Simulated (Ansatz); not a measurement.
Crystal: HPbNO4.

```
CELL_PARAMETERS angstrom
3.85707 0.00178 -0.03658
0.17353 4.33436 -0.01647
0.75803 0.83873 5.87662
ATOMIC_POSITIONS crystal
H 0.61511 0.89559 0.19844
Pb 0.64597 0.44651 0.91685
N 0.71474 0.23810 0.50058
O 0.16958 0.47007 0.77768
O 0.62919 0.97045 0.49845
O 0.56424 0.92583 0.03849
O 0.78022 0.42250 0.31951
```

The cell was built by a generator and needn't be a form met in nature.

```yaml
Program: Ansatz 0.2.0
Task: relaxation of cell and atoms
Functional: PBEsol
Dispersion: D3(BJ)
Potentials_or_basis: Ansatz PAW
Cutoff: "420 eV (not typed: the program's choice for these potentials)"
k_mesh: 5 × 5 × 4
Occupations: fermi-dirac, width 0.05 eV
Spin: no spin polarisation
```

At the start: volume 14.06 Å³/atom.

Problem. How do energy, volume and symmetry change on relaxing?

Solution. It ends after 32 steps and the volume is 11.99 Å³/atom (-14.7 %); space group P1 (No. 1, to 0.05 Å).

The path:
| step | energy change (eV) | largest force (eV/Å) | volume (Å³) |
| --- | --- | --- | --- |
| 1 | 0.0000 | 0.4467 | 98.41 |
| 2 | -0.1184 | 0.2707 | 89.35 |
| 3 | -0.1308 | 0.3339 | 90.29 |
| 4 | -0.1319 | 0.2614 | 90.14 |
| 5 | -0.1486 | 0.2034 | 88.44 |
| 6 | -0.1506 | 0.1234 | 88.53 |
| 7 | -0.1533 | 0.1099 | 88.26 |
| 8 | -0.1587 | 0.0791 | 87.58 |
| 9 | -0.1609 | 0.0987 | 87.24 |
| 10 | -0.1624 | 0.0798 | 87.02 |
| 11 | -0.1643 | 0.0544 | 86.71 |
| 12 | -0.1652 | 0.0186 | 86.59 |
| 13 | -0.1659 | 0.0248 | 86.47 |
| 14 | -0.1661 | 0.0205 | 86.45 |
| 15 | -0.1660 | 0.0113 | 86.47 |
| 16 | -0.1411 | 0.0085 | 86.47 |
| 17 | -0.1497 | 0.1402 | 85.24 |
| 18 | -0.1531 | 0.0526 | 84.75 |
| 19 | -0.1535 | 0.0276 | 84.75 |
| 20 | -0.1543 | 0.0234 | 84.61 |
| 21 | -0.1546 | 0.0190 | 84.57 |
| 22 | -0.1545 | 0.0084 | 84.61 |
| 23 | -0.1467 | 0.0083 | 84.61 |
| 24 | -0.1488 | 0.0334 | 84.29 |
| 25 | -0.1492 | 0.0186 | 84.23 |
| 26 | -0.1501 | 0.0158 | 84.08 |
| 27 | -0.1501 | 0.0109 | 84.08 |
| 28 | -0.1501 | 0.0052 | 84.08 |
| 29 | -0.1476 | 0.0051 | 84.08 |
| 30 | -0.1486 | 0.0123 | 83.92 |
| 31 | -0.1486 | 0.0086 | 83.92 |
| 32 | -0.1478 | 0.0087 | 83.92 |

Final structure:
```
CELL_PARAMETERS angstrom
3.72196 0.22018 0.03255
0.41315 4.07968 0.03179
0.88139 0.89070 5.57339
ATOMIC_POSITIONS crystal
H 0.56994 0.89614 0.22142
Pb 0.64821 0.44494 0.90788
N 0.75700 0.20622 0.50012
O 0.16677 0.54688 0.76018
O 0.62585 0.95041 0.50089
O 0.50578 0.93556 0.05445
O 0.84550 0.38890 0.30507
```

Caveat: the plane-wave basis is chosen anew once the cell has moved, so the energies of steps on either side of that aren't comparable; the pressure holds a Pulay correction of +0.8 GPa for the finite cutoff; the PAW data sets come from PBE, with cores solved anew for the run's functional, which leaves a small shift of forces and pressure.
